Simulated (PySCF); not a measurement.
**C₆H₉N₂+: geometry, NMR shifts, spin-spin couplings, electronic excitations and core binding energies**

Wanted: the NMR shifts, spin-spin couplings, electronic excitations and core binding energies of C₆H₉N₂+ (`Cc1c[n+](C)ccn1`), by calculation.

Programs: PySCF 2.14.0, with density-fitted response routines of our own. Each step states its level of theory. These are calculated values for one molecule in the gas phase, unless marked as measured. Atoms count from 0, in the outputs and in this text.

### Step 1. The starting structure

17 atoms, charge 1, multiplicity 1; geometry from: GFN2-xTB.

Bonds of the start (Å): C0–C1 1.48, C1–C2 1.40, C2–N3 1.33, N3–C4 1.44, N3–C5 1.34, C5–C6 1.39, C6–N7 1.31, N7–C1 1.33, C0–H8 1.09, C0–H9 1.09, C0–H10 1.09, C2–H11 1.08, C4–H12 1.09, C4–H13 1.09, C4–H14 1.09, C5–H15 1.08, C6–H16 1.08.

### Step 2. Geometry optimisation at PBE0-D3(BJ)/def2-SVP

The job: settings as JSON, then the geometry in Å.

```
{"job": {"xc": "PBE0", "basis": "def2-SVP", "d3": "d3bj", "grid": 1, "kind": "geom"}, "charge": 1, "multiplicity": 1}
C     -2.673924    -0.244381     0.238781
C     -1.280646     0.209002     0.048054
C     -0.192723    -0.671732     0.143523
N      1.049152    -0.225676    -0.036972
C      2.178909    -1.121681     0.044946
C      1.257607     1.070447    -0.298597
C      0.162135     1.921809    -0.378939
N     -1.070100     1.493497    -0.214555
H     -2.766846    -1.323053     0.163948
H     -3.023907     0.070566     1.222766
H     -3.320688     0.243435    -0.487124
H     -0.334883    -1.720442     0.358136
H      2.833935    -0.822458     0.864892
H      1.845978    -2.143527     0.212883
H      2.755410    -1.083121    -0.880413
H      2.272176     1.408320    -0.442831
H      0.287429     2.975076    -0.588239
```

**Question.** This job is followed by: GIAO PBE0/pcSseg-1 NMR shielding, non-relativistic, gas phase; B3LYP/pcJ-1 indirect spin-spin coupling, non-relativistic, gas phase; TDDFT CAM-B3LYP/def2-SVPD, vertical, gas phase, core orbitals frozen in the response; GIAO wB97X-D/pcSseg-1 NMR shielding, non-relativistic, gas phase; delta-SCF UKS SCAN, pcX-2 on the ionised atom, pcseg-1 elsewhere, spin-free X2C. What will the session give for the following? point group; rotational constants (main isotopes); ¹³C shifts against TMS (PBE0/pcSseg-1); ¹H shifts against TMS (PBE0/pcSseg-1, means over atoms taken as alike); ¹⁵N shifts against NH3 (PBE0/pcSseg-1); largest coupling of the table (B3LYP/pcJ-1); lowest singlet (CAM-B3LYP/def2-SVPD); brightest single state of those computed; lowest triplet; vertical ionisation energy (ΔSCF); vertical electron affinity (ΔSCF); C1s binding energies, SCAN/pcX-2 (standing for 5 of 6 atoms); N1s binding energies, SCAN/pcX-2; range of the shift of C5.

**Answer**, as computed:

```
                                                              quantity                                                     value
                                                           point group                                                        C1
                                  rotational constants (main isotopes)                                      3.88, 1.82, 1.26 GHz
                                ¹³C shifts against TMS (PBE0/pcSseg-1)                175.6, 158.7, 137.8, 134.9, 50.2, 25.8 ppm
¹H shifts against TMS (PBE0/pcSseg-1, means over atoms taken as alike)                          9.85, 7.99, 7.88, 4.42, 3.35 ppm
                                ¹⁵N shifts against NH3 (PBE0/pcSseg-1)                                          431.7, 247.3 ppm
                           largest coupling of the table (B3LYP/pcJ-1)                                  ¹J(C,H) C6–H16, 210.6 Hz
                                  lowest singlet (CAM-B3LYP/def2-SVPD)                               3.88 eV (320 nm), f = 0.002
                              brightest single state of those computed                               state 5, 7.16 eV, f = 0.484
                                                        lowest triplet                                                   3.17 eV
                                     vertical ionisation energy (ΔSCF)                                                  14.87 eV
                                     vertical electron affinity (ΔSCF)                                                   5.49 eV
          C1s binding energies, SCAN/pcX-2 (standing for 5 of 6 atoms)  C4 297.27, C2 296.97, C5 296.94, C6 296.76, C0 295.05 eV
                                      N1s binding energies, SCAN/pcX-2                                   N3 413.12, N7 409.92 eV
                                              range of the shift of C5                                        134.9 to 136.8 ppm
```

**Reading.** The optimisation took 4 steps and gained 0.047 eV; among the close pairs (by a distance rule), N3–C4 changed most, from 1.444 to 1.469 Å. At PBE0/pcSseg-1: The largest span, 902 ppm, is at N7, where the paramagnetic term is -495 ppm. In the run at B3LYP/pcJ-1, the largest coupling of the table is C6–H16, 210.6 Hz, of which the Fermi-contact term gives 210.3 Hz. The first singlet state (HOMO→LUMO 0.88, HOMO−1→LUMO 0.10) lies at 3.88 eV and is weak; of the 10 states computed, the strongest absorption comes from state 5 at 7.16 eV. The lowest triplet lies 0.71 eV below the lowest singlet (triplets in Tamm-Dancoff, singlets in full TDDFT). ΔSCF puts the ionisation energy at 14.87 eV, 0.78 eV above −ε(HOMO). In this run the hole sits in HOMO−1, not in the HOMO; unless the two are degenerate, this need not be the first ionisation. C4 (methyl carbon bonded to N) binds its C1s electron 2.22 eV more tightly than C0 (methyl carbon on an aromatic ring). Only 5 of the 6 C atoms are covered by sound results. The N1s levels kept as sound span 3.20 eV, from N7 (pyridine-type ring nitrogen) up to N3 (cationic ring nitrogen). In ppm, C5 moves most: its shift spreads over 2.0 ppm, from 134.9 (PBE0/pcSseg-1) to 136.8 (wB97X-D/pcSseg-1).
